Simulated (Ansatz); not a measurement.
# Cr2O3 (Eskolaite): the cost of one run

Method: DFT r²SCAN, scalar-relativistic, plane waves, PAW, in Ansatz 0.2.0.

## (1) The structure to begin with

Symmetry: R-3c, No. 167, trigonal system. The conventional cell has a = 4.996 Å, b = 4.996 Å, c = 13.521 Å, α = 90.00°, β = 90.00°, γ = 120.00°. Around Cr (site symmetry 3) lie 6 O at 1.97 to 2.02 Å. Around O (site symmetry 2) lie 4 Cr at 1.97 to 2.02 Å.

Structure file:

```cif
data_structure
_symmetry_space_group_name_H-M 'R-3c:H'
_symmetry_Int_Tables_number 167
_cell_length_a 4.9960
_cell_length_b 4.9960
_cell_length_c 13.5208
_cell_angle_alpha 90.000
_cell_angle_beta 90.000
_cell_angle_gamma 120.000
_cell_volume 292.27
loop_
_atom_site_label
_atom_site_type_symbol
_atom_site_symmetry_multiplicity
_atom_site_Wyckoff_symbol
_atom_site_fract_x
_atom_site_fract_y
_atom_site_fract_z
_atom_site_occupancy
Cr1 Cr 12 c 0.66667 0.33333 0.18306 1
O1 O 18 e 0.63504 0.66667 0.41667 1
```

An earlier run at r²SCAN left this cell at 9.742 Å³/atom and -0.01 GPa (6×6×6 mesh).

## (2) Antiferromagnetic, in the cell as typed

Input file input.yaml:

```yaml
crystal:
  lattice:
    - [2.4980048255, 1.4422237585, 4.5069451368]
    - [-2.4980048255, 1.4422237585, 4.5069451368]
    - [0.0, -2.8844475169, 4.5069451369]
  atoms:
    - { symbol: Cr, position: [0.3497256891, 0.3497256891, 0.3497256891], spin: 3.0 }
    - { symbol: Cr, position: [0.1502743109, 0.1502743109, 0.1502743109], spin: -3.0 }
    - { symbol: Cr, position: [0.6502743109, 0.6502743109, 0.6502743109], spin: -3.0 }
    - { symbol: Cr, position: [0.8497256891, 0.8497256891, 0.8497256891], spin: 3.0 }
    - { symbol: O, position: [0.5517053457, 0.9482946543, 0.25] }
    - { symbol: O, position: [0.25, 0.5517053457, 0.9482946543] }
    - { symbol: O, position: [0.9482946543, 0.25, 0.5517053457] }
    - { symbol: O, position: [0.4482946543, 0.0517053457, 0.75] }
    - { symbol: O, position: [0.75, 0.4482946543, 0.0517053457] }
    - { symbol: O, position: [0.0517053457, 0.75, 0.4482946543] }
basis:
  ecutwfc: 500
  ecutrho_ratio: 4
kpoints:
  mp_grid: { grid: [6, 6, 6] }
hamiltonian:
  xc: r2scan
scf:
  occupations: { method: gaussian, width: 0.05 }
  lower_state_search: "off"
output:
  forces: true
  stress: true
  eigenvalues: true
  populations: true
magnetization:
  spin_polarized: true
```

Started as:

```sh
ansatz run input.yaml --threads 4 --pin off --max-ram 10240MiB --backend cpu --events-out ev --progress --plain --runs-dir out
```

Q: Estimate wall time and peak memory on 4 threads of Arm Neoverse V2, shared host.

About 40 s, with a peak of 0.89 GiB.
